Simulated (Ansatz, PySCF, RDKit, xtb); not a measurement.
**Solving [GaBNH4]+, step by step**

Only the formula [GaBNH4]+ is given (charge +1). Aim: find the structure of lowest free energy at 298.15 K, then its properties.

Plan: many cheap relaxations first (GFN2-xTB), then density-functional screening, relaxation at PBE0-D3(BJ)/def2-SVP, vibrations and a final energy. The numbers are computed, not measured.

4 further runs of the same task are left out: 4 set aside as unsound or not needed.

## Step 1: Drawing up candidates

All bonding patterns within simple valence rules are listed by program: one Lewis structure each, at most two rings and one unusual centre or charged pair. O–O, O–halogen and N–halogen bonds and N–N–N chains are not drawn. That gives 18 candidates.

c001 [BH+][GaH][NH2]; c086 B[NH2+][Ga]; c091 B[NH2+][Ga] (triplet); c137 [B+]=[NH+][GaH3-]; c146 B[NH][GaH+]; c158 [NH3+][BH][Ga] (triplet); c254 [NH3+][BH][Ga]; c284 [B][NH2+][GaH2] (triplet); c359 [B][GaH][NH3+] (triplet); c404 [BH]1[NH2+][GaH]1; c421 [B+]1[NH2+][GaH2-]1; c429 [B][GaH][NH3+]; c477 B=[NH+][GaH2]; c710 [B][NH2+][GaH2]; c716 [BH2-]1[NH2+][Ga+]1; c850 [NH2+]=[B][GaH2]; c859 [BH2][Ga+][NH2]; c948 N[BH][GaH+].

Candidates are built by distance geometry, with a force field where one applies, in up to four conformers (letters a to d). 6 starts with atoms placed at random are added, to find patterns that the rules miss.

Q: Predict the outcome of this search (final energies at CCSD(T)/def2-TZVP).

| quantity | value |
| --- | --- |
| lowest structure found | N[BH][GaH+], singlet, Cs |
| next finalist | B=[NH+][GaH2], singlet, 4.7 kcal/mol higher in G |
| share at equilibrium, among the finalists | 100.0 % |
| harmonic wavenumbers, lowest and highest (PBE0-D3(BJ)/def2-SVP) | 213 and 3684 cm⁻¹ |
| rotational constants, same geometry | 1.686, 0.1098, 0.1031 cm⁻¹ |
| HOMO energy (PBE0/def2-TZVPD) | -13.56 eV |
| LUMO energy (PBE0/def2-TZVPD) | -7.75 eV |
| HOMO–LUMO gap (PBE0/def2-TZVPD) | 5.81 eV |
| lowest excitation (TD-CAM-B3LYP/def2-SVPD) | 4.39 eV (f = 0.003) |
| strongest of the states computed, same level | 7.86 eV (f = 0.361) |
| lowest triplet excitation, same level, Tamm-Dancoff | 3.74 eV |
| vertical ionisation energy | 15.85 eV |
| vertical recombination energy (electron added) | 5.88 eV |
| vertical triplet less singlet | +3.73 eV |

`N[BH][GaH+]` comes out lowest. The margin of 4.7 kcal/mol over the next finalist is beyond the usual error of the last level; it says nothing of structures that weren't ranked. GFN2-xTB, r2SCAN-D4/def2-SVP, PBE0-D3(BJ)/def2-SVP, HF/def2-TZVP and MP2/def2-TZVP already put its bonding pattern lowest among the structures in one piece; HF/STO-3G favours the triplet [NH3+][BH][Ga] (c158a, not a finalist). A loose complex, c146a, lay -16.6 kcal/mol from the best structure in one piece at the screening level; it was neither relaxed nor ranked, and may be the true minimum. The search is not exhaustive (a finite list of starts, one conformer a finalist), so a lower isomer can't be ruled out. Patterns outside the rules of the enumeration were met only by chance.
